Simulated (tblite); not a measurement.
# C6H13FN2Si: the cost of one run

The runs use tblite 0.8.0 and PySCF 2.14.0, with density-fitted response routines of our own; the level of theory stands in each step. All values are computed, except where a source is named. Atoms count from 0, in the outputs and in this text.

### 1 Starting geometry

23 atoms, charge 0, multiplicity 1; geometry from: force field or distance geometry start.

Bonds of the start (Å): C0–N1 1.46, N1–C2 1.48, N1–Si3 1.74, Si3–C4 1.88, C4–F5 1.36, C4–C6 1.53, C6–C7 1.54, C7–C8 1.47, C8–N9 1.15, C0–H10 1.10, C0–H11 1.09, C0–H12 1.10, C2–H13 1.09, C2–H14 1.11, C2–H15 1.10, Si3–H16 1.47, Si3–H17 1.47, C4–H18 1.10, C6–H19 1.10, C6–H20 1.09, C7–H21 1.10, C7–H22 1.10.

### 2 Relaxing the molecule with GFN2-xTB

Job settings and geometry (Å):

```
{"job": {"kind": "relax", "xc": "GFN2-xTB", "basis": "xTB"}, "charge": 0, "multiplicity": 1}
C     -3.029100    -0.497400    -0.968200
N     -1.816600    -0.188800    -0.223000
C     -2.138700    -0.158300     1.221800
Si    -0.652200     0.930800    -0.873100
C      1.020700     0.812400    -0.019300
F      0.877200     1.216800     1.271400
C      1.666600    -0.573600    -0.012300
C      3.023800    -0.578800     0.713000
C      4.045800     0.144900    -0.048000
N      4.827700     0.729000    -0.662200
H     -3.751500     0.338000    -0.934600
H     -2.818600    -0.714600    -2.017500
H     -3.539900    -1.388000    -0.564100
H     -1.241900    -0.131400     1.838800
H     -2.762600     0.730000     1.467900
H     -2.698700    -1.053900     1.533000
H     -0.514900     0.595800    -2.301000
H     -1.245500     2.272100    -0.747700
H      1.687100     1.539300    -0.504000
H      1.011900    -1.272200     0.531200
H      1.776300    -0.952900    -1.026800
H      3.343700    -1.619800     0.835300
H      2.924800    -0.152500     1.727200
```

Run with:

```
$ OMP_NUM_THREADS=1 python probes_run.py task.json out
```

The driver reads the jobs from task.json and runs them one after another.

**Question.** How long does this first job take on 1 thread of Intel Xeon at 2.50GHz, shared host?

About 3.7 s.
